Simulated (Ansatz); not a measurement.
# Li7H6Br2O6: the cost of one run

Method: DFT PBE, plane waves, PAW, scalar-relativistic, no spin polarisation, in Ansatz 0.2.0.

## Step 1: The structure to begin with

The cell holds 21 atoms (Br2H6Li7O6): a = 5.596 Å, b = 7.808 Å, c = 6.691 Å, α = 90.00°, β = 94.02°, γ = 90.00°.

The coordinates stand in the first input below.

## Step 2: Run 1

200 steps of 0.5 fs under a Langevin thermostat at 900 K.

Contents of input.yaml:

```yaml
accuracy: low
crystal:
  lattice:
    - [5.5961, 0.0, 0.0]
    - [0.0, 7.807869, 0.0]
    - [-0.469348, 0.0, 6.674448]
  atoms:
    - { symbol: Li, position: [0.922436, 0.75, 0.080903] }
    - { symbol: Li, position: [0.649217, 0.478375, 0.867758] }
    - { symbol: Li, position: [0.649217, 0.021625, 0.867758] }
    - { symbol: Li, position: [0.598098, 0.75, 0.306751] }
    - { symbol: Li, position: [0.350783, 0.978375, 0.132242] }
    - { symbol: Li, position: [0.350783, 0.521625, 0.132242] }
    - { symbol: Li, position: [0.077564, 0.25, 0.919097] }
    - { symbol: H, position: [0.798863, 0.471548, 0.22353] }
    - { symbol: H, position: [0.798863, 0.028452, 0.22353] }
    - { symbol: H, position: [0.824638, 0.25, 0.641022] }
    - { symbol: H, position: [0.175362, 0.75, 0.358978] }
    - { symbol: H, position: [0.201137, 0.971548, 0.77647] }
    - { symbol: H, position: [0.201137, 0.528452, 0.77647] }
    - { symbol: Br, position: [0.827647, 0.75, 0.668361] }
    - { symbol: Br, position: [0.172353, 0.25, 0.331639] }
    - { symbol: O, position: [0.706747, 0.941974, 0.145374] }
    - { symbol: O, position: [0.706747, 0.558026, 0.145374] }
    - { symbol: O, position: [0.753361, 0.25, 0.772779] }
    - { symbol: O, position: [0.246639, 0.75, 0.227221] }
    - { symbol: O, position: [0.293253, 0.441974, 0.854626] }
    - { symbol: O, position: [0.293253, 0.058026, 0.854626] }
total_charge: -1
basis:
  ecutwfc: 420.0
kpoints:
  mp_grid: { grid: [2, 1, 1] }
hamiltonian:
  xc: pbe
scf:
  occupations: { method: fermi_dirac, width: 0.002 }
  lower_state_search: "off"
  max_iter: 74
md:
  timestep: 0.5
  n_steps: 200
  ensemble: nvt_langevin
  temperature: 900.0
  initial_velocities: maxwell_boltzmann
  seed: 380247
  friction: 0.02
```

Command:

```
$ ansatz run input.yaml --threads 1 --pin off --max-ram 3072MiB --backend cpu --events-out ev --progress --plain --runs-dir out
```

Q: Estimate wall time and peak memory on 1 thread of Arm Neoverse V2, shared host.

About 5.2 min, with a peak of 0.5 GiB.
